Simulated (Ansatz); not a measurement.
# BN: an axial (c/a) deformation path

One table from this session's results is given with a row withheld; the runs are named, their logs left out.

Method: DFT r2SCAN, scalar-relativistic, plane waves, PAW, in Ansatz 0.2.0.

**Starting point**

Symmetry: P6_3/mmc, No. 194, hexagonal system. The conventional cell has a = 2.504 Å, b = 2.504 Å, c = 6.661 Å, α = 90.00°, β = 90.00°, γ = 120.00°. Around B (site symmetry -6m2) lie 3 N at 1.45 Å. N (site symmetry -6m2) is surrounded by 3 B at 1.45 Å.

Structure file:

```cif
data_structure
_symmetry_space_group_name_H-M 'P 1'
_symmetry_Int_Tables_number 1
_cell_length_a 2.5040
_cell_length_b 2.5040
_cell_length_c 6.6612
_cell_angle_alpha 90.000
_cell_angle_beta 90.000
_cell_angle_gamma 120.000
_cell_volume 36.17
loop_
_atom_site_label
_atom_site_type_symbol
_atom_site_fract_x
_atom_site_fract_y
_atom_site_fract_z
_atom_site_occupancy
B1 B 0.33333 0.66667 0.25000 1
B2 B 0.66667 0.33333 0.75000 1
N1 N 0.33333 0.66667 0.75000 1
N2 N 0.66667 0.33333 0.25000 1
```

The cell is taken as given, not relaxed at this level.

**Zero of energy**

The reference gives a free energy of -1088.2459 eV, pressure -0.61 GPa, largest force 0.000 eV/Å and gap on the mesh 4.84 eV. It was computed beforehand with the settings of the runs below.

Set-up of the first run:

At fixed volume and fractional coordinates, lengths along (0.000, 0.000, 1.000) are scaled against those across it; ρ is that ratio over its starting value.

File input.yaml:

```yaml
crystal:
  lattice:
    - [2.6433818912, 0.0, 0.0]
    - [-1.3216909456, 2.2892358697, 0.0]
    - [0.0, 0.0, 5.9772087543]
  atoms:
    - { symbol: B, position: [0.3333333333, 0.6666666667, 0.25] }
    - { symbol: B, position: [0.6666666667, 0.3333333333, 0.75] }
    - { symbol: "N", position: [0.3333333333, 0.6666666667, 0.75] }
    - { symbol: "N", position: [0.6666666667, 0.3333333333, 0.25] }
basis:
  ecutwfc: 500
kpoints:
  mp_grid: { grid: [12, 12, 4] }
hamiltonian:
  xc: r2scan
scf:
  occupations: { method: gaussian, width: 0.05 }
output:
  forces: true
  stress: true
  eigenvalues: true
```

Command:

```
> ansatz run input.yaml --threads 1 --pin off --max-ram 2560MiB --backend cpu --events-out ev --progress --plain --runs-dir out
```

Among the steps run: Point ρ = 0.850; At ρ = 1.200; At ρ = 0.920; At ρ = 1.100; Point ρ = 0.960; ρ = 1.050; Point ρ = 0.800; Point ρ = 1.300.

One table of the session follows, with a row left open; its other results are not shown here.

```
    ρ  ΔE (meV/atom)  pressure (GPa)  gap on the mesh (eV)
0.800          344.3           -42.8                  4.19
0.850          191.6           -33.4                  4.43
0.920           55.5           -18.9                  4.58
0.960              ?               ?                     ?
1.000            0.0            -0.6                  4.84
1.050           13.6            11.5                  4.97
1.100           60.6            24.0                  5.10
1.200          244.4            49.8                  4.71
1.300          533.7            76.6                  4.36
```

Estimate the missing values for ρ = 0.960.

Worked estimate for «ΔE (meV/atom)». A straight line through the neighbours (0.920, 55.5) and (1.000, 0.0) gives 55.5 + (0.0 − 55.5) × (0.960 − 0.920) / (1.000 − 0.920) = 27.8; a parabola fitted to 4 rows on both sides gives 14.9.

As computed: ΔE (meV/atom): 15.2; pressure (GPa): -9.9; gap on the mesh (eV): 4.71. In «ΔE (meV/atom)» the line misses by +12.6 and the parabola by -0.3.
